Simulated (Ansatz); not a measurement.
# NbTe: strong compression

One table from this session's results is given with a row withheld; the runs are named, their logs left out.

Program: Ansatz 0.2.0. Level of theory: DFT LDA, with the methods named in each step. These are calculated values, not measurements.

1 further run of the same task is left out (it didn't finish). Runs told in other sessions of the task aren't counted.

## Starting point

The structure is cubic, space group F-43m (No. 216). The conventional cell has a = 6.214 Å, b = 6.214 Å, c = 6.214 Å, α = 90.00°, β = 90.00°, γ = 90.00°. Around Nb (site symmetry -43m) lie 4 Te at 2.69 Å. Te (site symmetry -43m) is surrounded by 4 Nb at 2.69 Å.

As a file:

```
CELL_PARAMETERS angstrom
0.00000 3.10723 3.10723
3.10723 0.00000 3.10723
3.10723 3.10723 0.00000
ATOMIC_POSITIONS crystal
Nb 0.00000 0.00000 0.00000
Te 0.25000 0.25000 0.25000
```

Whether this phase is the stable one at these pressures isn't tested.

Atoms are numbered in the order of the input: Nb1, Te2.

Set-up of the first run:

input.yaml reads:

```yaml
crystal:
  lattice:
    - [0.0, 3.107232506, 3.107232506]
    - [3.107232506, 0.0, 3.107232506]
    - [3.107232506, 3.107232506, 0.0]
  atoms:
    - { symbol: Nb, position: [0.0, 0.0, 0.0] }
    - { symbol: Te, position: [0.25, 0.25, 0.25] }
kpoints:
  mp_grid: { grid: [12, 12, 12] }
scf:
  occupations: { method: fermi_dirac, width: 0.1 }
hamiltonian:
  xc: lda
  pseudopotentials: { kind: paw }
output:
  forces: true
  stress: true
  write_density: true
  write_potential: true
  elf: true
  volumetric_format: npy
relax:
  f_tol: 0.005
  max_steps: 40
  cell: {}
```

The run is started by

```bash
> ansatz run input.yaml --threads 1 --pin off --max-ram 2048MiB --backend cpu --events-out ev --progress --plain --runs-dir out
```

Steps of the session up to this table: Cell relaxed at zero pressure, PAW; Volume scaled by 1, PAW; Volume scaled by 0.88, PAW; Volume scaled by 0.78, PAW; Volume scaled by 0.78, PAW (source ansatz); Volume scaled by 0.68, PAW; Volume scaled by 0.58, PAW; Volume scaled by 0.5, PAW; Volume scaled by 0.43, PAW; Volume scaled by 0.43, PAW (level accurate).

One table of the session follows, with a row left open; its other results are not shown here.

| method | volume over the first | volume (Å³/atom) | pressure (GPa) |
| --- | --- | --- | --- |
| PAW | 1 | 29.227 | 0.01 |
| PAW | 0.88 | 25.720 | 13.70 |
| PAW | 0.78 | 22.797 | 34.30 |
| PAW | 0.68 | 19.874 | 70.50 |
| PAW | 0.58 | 16.952 | 136.74 |
| PAW | 0.5 | 14.613 | 232.71 |
| PAW | 0.43 | 12.567 | 380.17 |
| PAW (level accurate) | 0.43 | 12.567 | 381.48 |
| PAW (source ansatz) | 0.78 | ? | ? |

Q: Estimate the row for PAW (source ansatz), 0.78 from the others.

**Answer.** volume (Å³/atom): 22.797; pressure (GPa): 34.36.

Limits of these values: At pressures up to 381 GPa the PAW spheres may overlap and frozen cores may not hold, so those PAW values are rough without an all-electron check.
